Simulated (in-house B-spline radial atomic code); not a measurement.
# Cd⁶⁺: excited configurations

Aim: the energies of several excited configurations of Cd⁶⁺ above a reference configuration, each from its own self-consistent run.

Method: Dirac-Hartree-Fock, average of configuration, Fermi nucleus, basis-set limit. Code: in-house B-spline radial atomic code version 1.

## (1) The system

| Quantity | Value |
| --- | --- |
| element | cadmium (Z = 48) |
| charge | +6 |
| electrons | 42 |
| configuration | [Kr] 4d6 |
| Hamiltonian | Dirac-Coulomb |
| nucleus | Fermi, rms radius 4.609 fm |

Outer shells as boxes (Hund's rule):

[Kr] 4d6
```
[Kr] core
4d [↑↓][↑ ][↑ ][↑ ][↑ ]
```

The boxes draw the filling by Hund's rule, which heavy ions in jj coupling don't follow; these runs average over all states of the configuration.

Settings, as recorded:

```ini
Z = 48
electrons = 42.0
configuration = [Kr] 4d6
hamiltonian = dirac
method = hf
spin_polarised = False
nucleus = fermi
rms_radius = 4.6087
mass_number = 114
atomic_mass = 113.903364998
speed_of_light = 137.035999084
```

The reference is known from an earlier run: -5583.422285 hartree in all. Up to eight levels, counted from the top:

```
orbital  occupation  energy (eV)  <r> (bohr)
  3p3/2           4      -741.74      0.3583
  3d3/2           4      -533.60      0.3315
  3d5/2           6      -526.46      0.3349
  4s1/2           2      -221.44      0.8633
  4p1/2           2      -179.45      0.9097
  4p3/2           4      -172.91      0.9334
  4d3/2         2.4      -109.34       1.074
  4d5/2         3.6      -108.40       1.083
```

## (2) Run with [Kr] 4d5 8f1

Settings, as recorded:

```ini
Z = 48
electrons = 42.0
configuration = [Kr] 4d5 8f1
hamiltonian = dirac
method = hf
spin_polarised = False
nucleus = fermi
rms_radius = 4.6087
mass_number = 114
atomic_mass = 113.903364998
speed_of_light = 137.035999084
```

## (3) Configuration [Kr] 4d5 6d1

Settings: those of step 2 with these lines changed.

```diff
@@ -2,3 +2,3 @@
 electrons = 42.0
-configuration = [Kr] 4d5 8f1
+configuration = [Kr] 4d5 6d1
 hamiltonian = dirac
```

## (4) Configuration [Ar] 3d9 4s2 4p6 4d6 8f1

Settings: those of step 3 with these lines changed.

```diff
@@ -2,3 +2,3 @@
 electrons = 42.0
-configuration = [Kr] 4d5 6d1
+configuration = [Ar] 3d9 4s2 4p6 4d6 8f1
 hamiltonian = dirac
```

## (5) [Kr] 4d5 8p1

Settings: those of step 4 with these lines changed.

```diff
@@ -2,3 +2,3 @@
 electrons = 42.0
-configuration = [Ar] 3d9 4s2 4p6 4d6 8f1
+configuration = [Kr] 4d5 8p1
 hamiltonian = dirac
```

## (6) [Kr] 4d5 5f1

Settings: those of step 5 with these lines changed.

```diff
@@ -2,3 +2,3 @@
 electrons = 42.0
-configuration = [Kr] 4d5 8p1
+configuration = [Kr] 4d5 5f1
 hamiltonian = dirac
```

## (7) Configuration [Kr] 4d5 4f1

Settings: those of step 6 with these lines changed.

```diff
@@ -2,3 +2,3 @@
 electrons = 42.0
-configuration = [Kr] 4d5 5f1
+configuration = [Kr] 4d5 4f1
 hamiltonian = dirac
```

## (8) [Kr] 4d5 6s1

Settings: those of step 7 with these lines changed.

```diff
@@ -2,3 +2,3 @@
 electrons = 42.0
-configuration = [Kr] 4d5 4f1
+configuration = [Kr] 4d5 6s1
 hamiltonian = dirac
```

## (9) Configuration [Kr] 4d5 5d1

Settings: those of step 8 with these lines changed.

```diff
@@ -2,3 +2,3 @@
 electrons = 42.0
-configuration = [Kr] 4d5 6s1
+configuration = [Kr] 4d5 5d1
 hamiltonian = dirac
```

**Question.** How far above the reference does each configuration lie (order and size, in eV)?

The runs gave:

| net move | configuration | energy above the reference (eV) | with Breit, QED, recoil (eV) | largest <r> (bohr) |
| --- | --- | --- | --- | --- |
| 4d → 4f | [Kr] 4d5 4f1 | 57.255 | 57.243 | 1.73 |
| 4d → 5d | [Kr] 4d5 5d1 | 58.968 | 58.977 | 2.63 |
| 4d → 6s | [Kr] 4d5 6s1 | 65.606 | 65.635 | 3.46 |
| 4d → 5f | [Kr] 4d5 5f1 | 76.005 | 76.005 | 3.57 |
| 4d → 6d | [Kr] 4d5 6d1 | 77.919 | 77.928 | 4.48 |
| 4d → 8p | [Kr] 4d5 8p1 | 90.582 | 90.593 | 8.34 |
| 4d → 8f | [Kr] 4d5 8f1 | 95.945 | 95.951 | 11.4 |
| 3d → 8f | [Ar] 3d9 4s2 4p6 4d6 8f1 | 506.05 | 505.88 | 11.3 |

Quantum defects of the promoted electron, δ = n − ζ/√(−2ε) with ζ = 7 and ε its orbital energy in hartree:

| promotion | δ |
| --- | --- |
| 4d → 5d | 1.297 |
| 4d → 6s | 2.015 |
| 4d → 5f | 0.407 |
| 4d → 6d | 1.259 |
| 4d → 8p | 1.736 |
| 4d → 8f | 0.428 |
| 3d → 8f | 0.464 |

The lowest of them is 4d → 4f at 57.255 eV and the highest 3d → 8f at 506.05 eV. Koopmans' estimate of the ionisation threshold is 108.40 eV; 1 configuration exceeds it by over 2 % and could autoionise. Of those tabulated, the defect is largest for 6s (2.01) and least for 5f (0.41): low angular momentum penetrates the core, high angular momentum stays outside it. Two partly filled shells share a symmetry and can mix in the average, which may lower the energy, for: 4d → 5d; 4d → 6d; 3d → 8f. These are averages over configurations, without correlation, not spectroscopic levels.
